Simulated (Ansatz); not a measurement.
# FH3S2Si: one species, many methods

An exercise on one series of results from a longer session: the logs are not shown, and one member is left open.

Program: Ansatz 0.2.0, Gaussian basis. Level of theory: functionals in def2-TZVPP, the program's frozen cores in correlated methods. These are calculated values, not measurements.

The runs, in order: LDA (SPW92), PBE-D4, revPBE-D4, BLYP-D4, r2SCAN-D4, B97M-V, PBE0-D4, B3LYP-D4, r2SCANh-D4, r2SCAN0-D4, HSE06-D4, BHLYP-D4, CAM-B3LYP-D4, LC-ωPBE, ωB97X-V, ωB97M-V, B2PLYP, PBE-QIDH; CCSD(T)/def2-SVP; CCSD(T)/def2-TZVPP; MP2/def2-QZVPP; extrapolation to the limit; RPA on PBE.

## The relaxed structure

An earlier PBE0-D4 in a triple-zeta def2 set relaxation fixed the geometry.

SMILES `F[SiH](S)S`, 7 atoms, charge 0, spin multiplicity 1.

Atoms are counted from 1 here; the program's logs count them from 0.

Bond lengths: F1–Si2 1.596 Å, Si2–S3 2.114 Å, Si2–S4 2.115 Å, Si2–H5 1.477 Å, S3–H6 1.344 Å, S4–H7 1.345 Å. Angles: F1–Si2–S3 113.1°, F1–Si2–S4 108.8°, F1–Si2–H5 105.2°, S3–Si2–S4 104.7°, S3–Si2–H5 110.5°, S4–Si2–H5 114.8°, Si2–S3–H6 93.3°, Si2–S4–H7 93.2°.

Set-up of the first run:

in.yaml reads:

```yaml
crystal:
  periodic: [false, false, false]
  atoms:
    - {symbol: F, position_ang: [-1.160769, -1.275528, 0.097846]}
    - {symbol: Si, position_ang: [0.009185, -0.203775, -0.075592]}
    - {symbol: S, position_ang: [0.815018, 0.448704, 1.766141]}
    - {symbol: S, position_ang: [-0.792162, 1.543165, -0.959029]}
    - {symbol: H, position_ang: [1.043301, -0.886197, -0.880085]}
    - {symbol: H, position_ang: [1.722807, -0.541964, 1.807551]}
    - {symbol: H, position_ang: [-1.576181, 0.847693, -1.802434]}
basis:
  gaussian: {orbitals: def2-TZVPP}
hamiltonian: {xc: lda}
output: {orbitals: {seedname: orbitals}}
```

Launch:

```sh
ansatz run in.yaml --threads 2 --pin off --events-out ev --progress --plain --max-ram 4352MiB
```

Among the steps run: LDA; PBE-D4 (GGA); revPBE-D4 (GGA); BLYP-D4 (GGA); r2SCAN-D4 (meta-GGA); B97M-V (meta-GGA); PBE0-D4 (hybrid); B3LYP-D4 (hybrid); r2SCANh-D4 (hybrid); r2SCAN0-D4 (hybrid); HSE06-D4 (hybrid); BHLYP-D4 (hybrid); CAM-B3LYP-D4 (range-separated); LC-ωPBE (range-separated); ωB97X-V (range-separated); ωB97M-V (range-separated); B2PLYP (double hybrid); PBE-QIDH (double hybrid).

One of the session's tables, all rows but one given; the rest of the session is left out.

It belongs to the step «Orbital energies across the functionals». 

| functional | HOMO (eV) | gap (eV) |
| --- | --- | --- |
| LDA (SPW92) | -6.80 | 5.49 |
| PBE-D4 | -6.67 | 5.53 |
| revPBE-D4 | -6.62 | 5.56 |
| BLYP-D4 | -6.49 | 5.42 |
| r2SCAN-D4 | -6.98 | 6.18 |
| B97M-V | -7.06 | 6.09 |
| PBE0-D4 | ? | ? |
| B3LYP-D4 | -7.66 | 7.17 |
| r2SCANh-D4 | -7.43 | 6.96 |
| r2SCAN0-D4 | -8.12 | 8.12 |
| HSE06-D4 | -7.52 | 6.93 |
| BHLYP-D4 | -9.01 | 9.70 |
| CAM-B3LYP-D4 | -9.24 | 10.06 |
| LC-ωPBE | -10.68 | 12.76 |
| ωB97X-V | -10.30 | 12.20 |
| ωB97M-V | -10.11 | 11.77 |

Q: Estimate the row for PBE0-D4 from the others.

As computed: HOMO (eV): -7.93; gap (eV): 7.71. In the column «HOMO (eV)» it lies between r2SCAN0-D4 (-8.12) and B3LYP-D4 (-7.66).
